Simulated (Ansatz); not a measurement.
# BiTe: the cost of one run

Program: Ansatz 0.2.0. Level of theory: DFT LDA, scalar-relativistic. These are calculated values, not measurements.

## 1. The structure to begin with

Symmetry: Fm-3m, No. 225, cubic system. The conventional cell has a = 6.470 Å, b = 6.470 Å, c = 6.470 Å, α = 90.00°, β = 90.00°, γ = 90.00°. Bi (site symmetry m-3m) has 6 Te at 3.23 to 3.24 Å as nearest neighbours. Around Te (site symmetry m-3m) lie 6 Bi at 3.23 to 3.24 Å.

Coordinates:

```
Bi Te
1.0
     0.00000    3.23500    3.23500
     3.23500    0.00000    3.23500
     3.23500    3.23500    0.00000
Bi Te
1 1
Direct
  0.00000 0.00000 0.00000
  0.50000 0.50000 0.50000
```

Atoms are numbered in the order of the input: Bi1, Te2.

## 2. After the deformation

Space group Fm-3m before, I4/mmm after.

## 3. All-electron LAPW

File input.yaml:

```yaml
crystal:
  lattice:
    - [0.0, 3.235, 3.20265]
    - [3.235, 0.0, 3.20265]
    - [3.235, 3.235, 0.0]
  atoms:
    - { symbol: Bi, position: [0.0, 0.0, 0.0] }
    - { symbol: Te, position: [0.5, 0.5, 0.5] }
kpoints:
  mp_grid: { grid: [10, 10, 10] }
  band_path:
    path:
      - [0.0, 0.0, 0.0]
      - [0.0, 0.5, 0.5]
      - [0.25, 0.75, 0.5]
      - [0.0, 0.5, 0.0]
      - [0.0, 0.0, 0.0]
      - [0.5, 0.5, 0.0]
      - [0.3775380063, 0.6224619937, 0.0]
      - [-0.3775380063, 0.3775380063, 0.0]
      - [0.0, 0.0, 0.0]
    npoints: 5
scf:
  occupations: { method: fermi_dirac, width: 0.08 }
hamiltonian:
  xc: lda
  pseudopotentials: { kind: all_electron, lapw: { basis_error: 0.0005 } }
output:
  forces: true
  stress: true
  eigenvalues: true
```

Started as:

```bash
$ ansatz run input.yaml --threads 1 --pin off --max-ram 3072MiB --backend cpu --events-out ev --progress --plain --runs-dir out
```

**Question.** How long does this run take on 1 thread of Intel Xeon Platinum 8488C (Sapphire Rapids), shared host, and how much memory does it need?

About 35 s, with a peak of 0.58 GiB.
